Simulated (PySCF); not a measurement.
# doublet C3H7NSi+ at UMP2/def2-SVP

Aim: the energy of doublet C3H7NSi+. The job is set up through a Python script.

The calculation is run with PySCF 2.14.0.

12 further runs of the same task are left out: 12 set aside as unsound or not needed.

## 1. The system as given

C3H7NSi+ has 12 atoms, charge +1, and is taken as a doublet. As SMILES of the parent species, `CC([SiH3])C#N`. The coordinates come from a GFN2-xTB relaxation. That shape belongs to the parent species and isn't relaxed for this state.

Bond lengths: C1–C2 1.531 Å, C2–Si3 1.926 Å, C2–C4 1.431 Å, C4–N5 1.145 Å, C1–H6 1.088 Å, C1–H7 1.090 Å, C1–H8 1.088 Å, C2–H9 1.096 Å, Si3–H10 1.460 Å, Si3–H11 1.464 Å, Si3–H12 1.461 Å. Some angles: C1–C2–Si3 112.3°, C1–C2–C4 110.2°, Si3–C2–C4 108.7°, C2–C4–N5 178.6°, C1–C2–H9 109.2°, Si3–C2–H9 109.0°, C4–C2–H9 107.3°, C2–C1–H6 110.6°, C2–C1–H7 110.9°, C2–C1–H8 110.1°.

## 2. The energy at UMP2/def2-SVP

Input file start.xyz:

```xyz
12
C3H7NSi
C     -1.199920    -0.734370     0.364060
C     -0.119580     0.349780     0.417190
Si     1.512110    -0.202970    -0.443600
C     -0.588970     1.546020    -0.213020
N     -0.957850     2.491890    -0.742810
H     -1.440030    -0.985930    -0.667010
H     -2.113190    -0.396550     0.852880
H     -0.851640    -1.633930     0.866840
H      0.094630     0.595080     1.463460
H      2.489250     0.874410    -0.312030
H      1.954960    -1.408530     0.258930
H      1.220220    -0.494900    -1.844890
```

Input file input.py:

```python
from pyscf import gto, scf, mp

mol = gto.Mole()
mol.atom = 'start.xyz'
mol.max_memory = 1860
mol.verbose = 3
mol.spin = 1
mol.basis = 'def2-svp'
mol.charge = 1
mol.build()

mf = scf.UHF(mol)
mf.conv_tol = 1e-05
mf.kernel()

pt = mp.MP2(mf, frozen=9).run()
e_final = pt.e_tot
print('E(%s) = %.9f' % ('MP2', e_final))
```

Command:

```console
OMP_NUM_THREADS=1 python input.py
```

What it wrote:

```text
converged SCF energy = -460.456021506244  <S^2> = 0.84027494  2S+1 = 2.0883246
E(UMP2) = -461.079777611649  E_corr = -0.623756105404158
E(SCS-UMP2) = -461.07962771775  E_corr = -0.623606211505726
E(MP2) = -461.079777612
```

Run time: 6.9 s. Hardware: 1 thread of Arm Neoverse V1, shared host; peak memory 0.33 GiB.

## 3. What came out

At UMP2/def2-SVP, 9 core orbitals frozen:

```
                                                  quantity          value
                                              total energy  -461.07978 Eh
HOMO energy (Hartree–Fock orbitals) (highest over α and β)      -18.25 eV
 LUMO energy (Hartree–Fock orbitals) (lowest over α and β)       -8.97 eV
               correlation energy (9 core orbitals frozen)     -623.8 mEh
                         ⟨S²⟩ of the reference determinant          0.840
```

In words: Mulliken charges of the mean-field density run from -0.45 on C2 to +0.68 on Si3.
